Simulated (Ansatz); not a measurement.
# Si2TeO6: the cost of one run

All numbers below are computed with Ansatz 0.2.0 (DFT PBE, scalar-relativistic, plane waves, PAW).

## (1) Starting point

The cell holds 18 atoms (O12Si4Te2): a = 6.741 Å, b = 6.511 Å, c = 6.296 Å, α = 92.46°, β = 91.47°, γ = 90.35°.

It is the last frame of an earlier stage of the same melt, run at 2450 K.

Its coordinates follow in the input file.

## (2) Langevin stage at 1360 K

One k point, a Fermi-Dirac width of 0.117 eV and a fixed cell.

The input, input.yaml:

```yaml
crystal:
  lattice:
    - [6.740815, -0.020952, -0.083622]
    - [-0.020952, 6.509114, -0.137482]
    - [-0.083622, -0.137482, 6.294228]
  atoms:
    - { symbol: Te, position: [0.0341744476, 0.7479312506, 0.8065446536] }
    - { symbol: Te, position: [0.3467632548, 0.239863278, 0.9774655873] }
    - { symbol: O, position: [0.471301489, 0.4308596774, 0.3119096733] }
    - { symbol: O, position: [0.7739312426, 0.2945535678, 0.5902825272] }
    - { symbol: O, position: [0.4553305137, 0.0356635598, 0.7708795689] }
    - { symbol: O, position: [0.0076228554, 0.1159665368, 0.9449766669] }
    - { symbol: O, position: [0.9259579351, 0.4892417624, 0.9379890488] }
    - { symbol: O, position: [0.4451019302, 0.4683568703, 0.838547212] }
    - { symbol: O, position: [0.667351081, 0.2205168512, 0.0755629451] }
    - { symbol: O, position: [0.1877242314, 0.7513637182, 0.0558944288] }
    - { symbol: O, position: [0.3278546019, 0.6697365487, 0.52904244] }
    - { symbol: O, position: [0.0861855136, 0.3973142335, 0.2882608984] }
    - { symbol: O, position: [0.5534452234, 0.0128250625, 0.366839481] }
    - { symbol: O, position: [0.7284665713, 0.756635256, 0.6440316677] }
    - { symbol: Si, position: [0.6367208056, 0.2596550962, 0.3547113318] }
    - { symbol: Si, position: [0.8118674409, 0.2761251887, 0.8515950251] }
    - { symbol: Si, position: [0.5294858979, 0.8809766187, 0.5940073971] }
    - { symbol: Si, position: [0.2288528855, 0.5850408547, 0.2715606296] }
  symmetry: { detect: false }
basis:
  ecutwfc: 420
  xc_grid: 1
kpoints:
  mp_grid: { grid: [1, 1, 1], shift: [0.0, 0.0, 0.0] }
hamiltonian:
  xc: pbe
scf:
  occupations: { method: fermi_dirac, width: 0.1172 }
  lower_state_search: "off"
  convergence: { dr2_threshold: 1.0e-05 }
output:
  forces: true
  stress: true
md:
  timestep: 2.0
  n_steps: 250
  ensemble: nvt_langevin
  friction: 0.03
  temperature: 1360.0
  initial_velocities: maxwell_boltzmann
  seed: 76883
```

Command:

```
$ ansatz run input.yaml --threads 2 --pin off --max-ram 5120MiB --backend cpu --events-out ev --progress --plain --runs-dir out
```

**Question.** How long does this run take on 2 threads of Arm Neoverse V1, shared host, and how much memory does it need?

About 3.5 min, with a peak of 0.39 GiB.
